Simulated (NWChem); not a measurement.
# BP86/def2-TZVP run of C3H2O (propiolaldehyde)

What is the electronic atomisation energy of C3H2O (propiolaldehyde) at BP86/def2-TZVP? 

Program for the calculation: NWChem 7.3.0.

## Step 1: The structure to begin with

C3H2O has 6 atoms, charge 0, and is taken as a singlet. SMILES: `C#CC=O`. The shape is that of a PBE0-D4/def2-TZVP optimisation.

Bond lengths: C1–C2 1.202 Å, C2–C3 1.444 Å, C3–O4 1.202 Å, C1–H5 1.066 Å, C3–H6 1.106 Å. Angles: C1–C2–C3 177.4°, C2–C3–O4 123.9°, C2–C1–H5 178.9°, C2–C3–H6 114.4°, O4–C3–H6 121.7°.

## Step 2: A single-point energy at BP86/def2-TZVP (run 1)

struct.nw

```
start struct
title "C3H2O BP86"
memory stack 880 mb heap 220 mb global 1100 mb
geometry noautosym nocenter noautoz
C     -0.362100     1.068300    -1.031800
C     -0.096200     0.205600    -0.238600
C      0.272800    -0.794900     0.734400
O     -0.319100    -1.829900     0.889400
H     -0.613300     1.822400    -1.741500
H      1.160000    -0.535700     1.342000
end
basis spherical bse
* library def2-TZVP
end
dft
xc becke88 perdew86
mult 1
grid lebedev 50 8
convergence energy 1e-08
iterations 100
mulliken
print low
end
task dft energy
```

Run with:

```console
$ nwchem struct.nw > struct.out
```

Log, cut to the lines that bear on the results:

```text
[...]
 d= 0,ls=0.0,diis     1   -190.5970651979 -2.80D+02  3.26D-02  1.29D+00     2.3
[...]
 d= 0,ls=0.0,diis    14   -190.7251862476 -3.12D-11  1.19D-08  2.58D-12    26.8
         Total DFT energy =     -190.725186247623
      One electron energy =     -434.447222065990
           Coulomb energy =      179.976059381031
    Exchange-Corr. energy =      -25.525300853214
 Nuclear repulsion energy =       89.271277290550
[...]
      Total Density - Mulliken Population Analysis
     ---------------------------------------------
    Atom       Charge   Shell Charges
 -----------   ------   -------------------------------------------------------
    1 C    6     6.07   0.86  1.11  0.58  0.48  0.08  1.30  1.23  0.42  0.01 -0.02  0.01
    2 C    6     6.03   0.86  1.11  0.58  0.61  0.08  1.32  1.19  0.20  0.01  0.05  0.01
    3 C    6     5.98   0.86  1.11  0.56  0.54  0.21  1.29  0.99  0.24  0.04  0.13  0.01
    4 O    8     8.20   0.79  1.17  0.62  0.89  0.34  1.89  1.74  0.72  0.00  0.03  0.00
    5 H    1     0.80   0.26  0.45  0.06  0.02
    6 H    1     0.91   0.27  0.49  0.13  0.02
[...]
```

It took 28 s on 1 thread of Intel Xeon 6975P-C (Granite Rapids), shared host; peak memory 0.11 GiB.

## Step 3: The C atom, same level (run 2)

calc.nw

```
START calc
TITLE "C"
memory 2200 mb

GEOMETRY units angstroms noautosym nocenter noautoz
  C     0.000000    0.000000    0.000000
END

BASIS "ao basis" spherical bse
  C library def2-TZVP
END

DFT
  xc becke88 perdew86
  mult 3
  grid lebedev 50 8
  convergence energy 1e-08
  maxiter 100
  mulliken
  noprint "final vectors analysis"
END

TASK dft energy
```

Run the same way, it converges to -37.84645 Eh (log not shown).

## Step 4: The H atom (run 3)

h.nw

```
start h
title "H energy"
memory total 2200 mb
charge 0

geometry noautosym nocenter noautoz
H        0.000000       0.000000       0.000000
end

basis spherical bse
* library def2-TZVP
end

dft
xc becke88 perdew86
mult 2
grid lebedev 50 8
convergence energy 1e-08
maxiter 100
mulliken
noprint "final vectors analysis"
end

task dft energy
```

Run with:

```console
$ nwchem h.nw > h.out
```

Log, cut to the lines that bear on the results:

```text
[...]
          Wavefunction type:  spin polarized.
          No. of atoms     :     1
          No. of electrons :     1
[...]
          Charge           :     0
          Spin multiplicity:     2
[...]
          AO basis - number of functions:     6
[...]
              XC Information
              --------------
                    Becke 1988 Exchange Functional  1.000
                Perdew 1981 Correlation Functional  1.000 local
                Perdew 1986 Correlation Functional  1.000 non-local
[...]
 d= 0,ls=0.0,diis     1     -0.4996892134 -5.00D-01  8.58D-03  7.19D-04     0.0
[...]
  Singularity in Pulay matrix. Error and Fock matrices removed.
  Singularity in Pulay matrix. Error and Fock matrices removed.
 d= 0,ls=0.0,diis     5     -0.5000194967 -3.69D-13  2.22D-09  2.80D-17     0.1
[...]
         Total DFT energy =       -0.500019496733
      One electron energy =       -0.499455773100
           Coulomb energy =        0.307415294305
    Exchange-Corr. energy =       -0.307979017939
 Nuclear repulsion energy =        0.000000000000
[...]
      Total Density - Mulliken Population Analysis
     ---------------------------------------------
    Atom       Charge   Shell Charges
 -----------   ------   -------------------------------------------------------
    1 H    1     1.00   0.18  0.45  0.37  0.00
     --------------------------------------------
      Spin Density - Mulliken Population Analysis
     --------------------------------------------
    Atom       Charge   Shell Charges
 -----------   ------   -------------------------------------------------------
    1 H    1     1.00   0.18  0.45  0.37  0.00
[...]
      <S2> =      0.7500 (Exact =     0.7500)
[...]
```

It took 0.87 s on 1 thread of Intel Xeon 6975P-C (Granite Rapids), shared host; peak memory 0.094 GiB.

## Step 5: The O atom (run 4)

o.nw

```
start o
title "O"
memory 2200 mb
geometry noautosym nocenter noautoz
  O     0.000000    0.000000    0.000000
end
basis spherical bse
  * library def2-TZVP
end
dft
  xc becke88 perdew86
  mult 3
  grid lebedev 50 8
  convergence energy 1e-08
  iterations 100
  mulliken
  noprint "final vectors analysis"
end
task dft energy
```

Run with:

```console
$ nwchem o.nw > o.out
```

Log, cut to the lines that bear on the results:

```text
[...]
          Wavefunction type:  spin polarized.
          No. of atoms     :     1
          No. of electrons :     8
[...]
          Charge           :     0
          Spin multiplicity:     3
[...]
          AO basis - number of functions:    31
[...]
              XC Information
              --------------
                    Becke 1988 Exchange Functional  1.000
                Perdew 1981 Correlation Functional  1.000 local
                Perdew 1986 Correlation Functional  1.000 non-local
[...]
 d= 0,ls=0.0,diis     1    -75.0592592735 -7.51D+01  7.06D-03  1.50D-01     0.1
[...]
 d= 0,ls=0.0,diis     7    -75.0860614340 -1.29D-09  2.46D-07  4.78D-10     0.4
[...]
         Total DFT energy =      -75.086061434020
      One electron energy =     -103.201861710512
           Coulomb energy =       36.578285254129
    Exchange-Corr. energy =       -8.462484977637
 Nuclear repulsion energy =        0.000000000000
[...]
      Total Density - Mulliken Population Analysis
     ---------------------------------------------
    Atom       Charge   Shell Charges
 -----------   ------   -------------------------------------------------------
    1 O    8     8.00   0.80  1.17  0.66  0.98  0.39  1.72  1.53  0.75  0.00  0.00  0.00
     --------------------------------------------
      Spin Density - Mulliken Population Analysis
     --------------------------------------------
    Atom       Charge   Shell Charges
 -----------   ------   -------------------------------------------------------
    1 O    8     2.00  -0.00 -0.00  0.03  0.01 -0.04  0.91  0.79  0.30  0.00  0.00  0.00
[...]
      <S2> =      2.0027 (Exact =     2.0000)
[...]
```

Wall time 1.1 s (1 thread of Intel Xeon 6975P-C (Granite Rapids), shared host); peak memory 0.097 GiB.

## Step 6: The series

| run | level | partner | energy (Eh) | wall time |
| --- | --- | --- | --- | --- |
| 1 | BP86/def2-TZVP | base | -190.725186 | 28 s |
| 2 | UBP86/def2-TZVP | atoms | -37.846453 | 1.9 s |
| 3 | UBP86/def2-TZVP | atoms | -0.500019 | 0.87 s |
| 4 | UBP86/def2-TZVP | atoms | -75.086061 | 1.1 s |

## Step 7: Results

Level: BP86/def2-TZVP.

| quantity | value |
| --- | --- |
| O atom: total energy | -75.08606 Eh |
| O atom: ⟨S²⟩ | 2.003 |
| electronic atomisation energy | 29.925 eV |

In words: Taking the molecule apart into free atoms costs 29.93 eV (2887 kJ/mol), before zero-point energy and without spin-orbit coupling. All runs together took 31 s, the longest 28 s.
